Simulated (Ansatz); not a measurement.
# W, space group Fm-3m: a test of the smearing width

Computed with Ansatz's Python interface.

Notebook, run cell by cell (the value of a cell's last expression is shown):

**Cell 1**
```python
import ansatz as az
from ase import Atoms
from tabulate import tabulate
```

**Cell 2**
```python
FUNCTIONAL = "r2scan"
KSPACING = 0.2
```

**Cell 3**
```python
atoms = Atoms(
    ["W"],
    scaled_positions=[
        (0.0, 0.0, 0.0),
    ],
    cell=[
        (0.0, 2.03, 2.03),
        (2.03, 0.0, 2.03),
        (2.03, 2.03, 0.0),
    ],
    pbc=True,
)
cell = az.Crystal.from_ase(atoms)
```

**Cell 4**
```python
base = cell.calculation().functional(FUNCTIONAL).pseudopotentials("paw").kpoints(spacing=KSPACING)
```

**Cell 5**
```python
rows = []
for value in [0.5, 0.3, 0.2, 0.1]:
    rep = base.occupations("fermi_dirac", width=value).run().report
    rows.append((value, rep["free_energy_ev"] / len(rep["lattice"]["sites"]), rep["n_iterations"], rep["n_kpoints"]))

print(tabulate(rows, headers=["width (eV)", "F/atom (eV)", "iterations", "k-points"], floatfmt=".4f", tablefmt="plain"))
```
Output:
```text
DeckWarning: basis.ecutwfc = 500 eV, auto-derived from the records' recommended cutoffs: set by W (their level for a meta-GGA)
  width (eV)    F/atom (eV)    iterations    k-points
      0.5000    -10397.1535             6         104
      0.3000    -10396.8871             6         104
      0.2000    -10396.8009             6         104
      0.1000    -10396.7454             6         104
```

**Cell 6**
```python
# differences from the last row
for row in rows[:-1]:
    shift = 1000 * (row[1] - rows[-1][1])
    print(f"{row[0]}: {shift:+.2f} meV/atom" + ("  (within 1 meV)" if abs(shift) < 1 else ""))
```
Output:
```text
0.5: -408.15 meV/atom
0.3: -141.74 meV/atom
0.2: -55.53 meV/atom
```

Going from 0.1 to 0.5 eV changes F by -408.2 meV an atom. With this scheme F falls roughly as the square of the width; the report's estimate for zero width (energy_sigma0_ev) moves by only -16.9 meV.

No spin polarisation was allowed. The smearing is wide enough that free energy and stress hold a thermal part of the electrons. The narrowest width needs the finest mesh, so the last row is no converged reference. Spin-orbit coupling, which matters for elements this heavy, is left out. This isn't the structure that W takes at ambient conditions. Warnings are shown shortened and without file and line. It ran for 9.3 s on 1 thread of Arm Neoverse V2 (shared host), peak memory 0.39 GiB.
